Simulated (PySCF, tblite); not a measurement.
**C₇H₁₁PS: infrared bands and NMR shifts**

Aim: predict the infrared bands and NMR shifts of C₇H₁₁PS (`C=CC1=C(C)P1CSC`).

The runs use tblite 0.8.0 and PySCF 2.14.0, with density-fitted response routines of our own; the level of theory stands in each step. All values are computed, except where a source is named. Atoms are numbered from 0 throughout.

### Step 1. The molecule as given

20 atoms, charge 0, multiplicity 1; geometry from: GFN2-xTB.

Bonds of the start (Å): C0–C1 1.33, C1–C2 1.42, C2–C3 1.32, C3–C4 1.47, C3–P5 1.84, P5–C6 1.90, C6–S7 1.82, S7–C8 1.81, P5–C2 1.84, C0–H9 1.08, C0–H10 1.08, C1–H11 1.08, C4–H12 1.09, C4–H13 1.09, C4–H14 1.09, C6–H15 1.09, C6–H16 1.09, C8–H17 1.09, C8–H18 1.09, C8–H19 1.09.

### Step 2. Vibrational analysis with GFN2-xTB

Job settings and geometry (Å):

```
{"job": {"kind": "ir", "xc": "GFN2-xTB", "basis": "xTB"}, "charge": 0, "multiplicity": 1}
C     -3.130862     0.214650     1.904875
C     -2.718708     0.112953     0.644720
C     -1.398520     0.452912     0.234320
C     -0.499170     0.500038    -0.729502
C     -0.169623     0.240413    -2.135498
P      0.186071     1.156613     0.847002
C      0.991368    -0.412428     1.552776
S      1.824136    -1.448019     0.314658
C      3.106128    -0.270171    -0.193749
H     -2.465669     0.570940     2.675576
H     -4.129409    -0.051544     2.204742
H     -3.378036    -0.244822    -0.138037
H     -1.059672    -0.069534    -2.681970
H      0.578165    -0.550684    -2.197333
H      0.246927     1.135300    -2.598439
H      1.726103    -0.133687     2.311320
H      0.228770    -1.043793     2.010998
H      3.646303    -0.716202    -1.022315
H      2.630375     0.657820    -0.505416
H      3.780176    -0.090078     0.639327
```

**Question.** This job is followed by: GIAO PBE0/pcSseg-1 NMR shielding, non-relativistic, gas phase. What will the session give for the following? strongest single infrared mode (GFN2-xTB); zero-point energy (GFN2-xTB); ¹³C shifts against TMS (PBE0/pcSseg-1); ¹H shifts against TMS (PBE0/pcSseg-1, means over atoms taken as alike); ³¹P shifts against H3PO4 (PBE0/pcSseg-1); ³³S shifts against CS2 (PBE0/pcSseg-1).

As calculated:

```
                                                              quantity                                             value
                             strongest single infrared mode (GFN2-xTB)                              3027 cm⁻¹, 42 km/mol
                                          zero-point energy (GFN2-xTB)                                     97.0 kcal/mol
                                ¹³C shifts against TMS (PBE0/pcSseg-1)  136.6, 132.3, 129.5, 125.2, 40.4, 19.2, 17.7 ppm
¹H shifts against TMS (PBE0/pcSseg-1, means over atoms taken as alike)            7.33, 6.02, 5.99, 3.03, 2.22, 1.84 ppm
                              ³¹P shifts against H3PO4 (PBE0/pcSseg-1)                                        -202.6 ppm
                                ³³S shifts against CS2 (PBE0/pcSseg-1)                                           -38 ppm
```

All 54 modes are real, so the xTB geometry is a minimum. The strongest single mode, at 3027 cm⁻¹, moves mainly H11. GFN2-xTB is a fitted tight-binding method: band positions and strengths are rough. Its intensities can rank the bands wrongly. H11 (hydrogen on an alkene CH) lies farthest downfield among hydrogen, at 7.33 ppm; olefinic region. At PBE0/pcSseg-1: Shielding is most anisotropic at P5 (span 801 ppm, paramagnetic term -446 ppm).
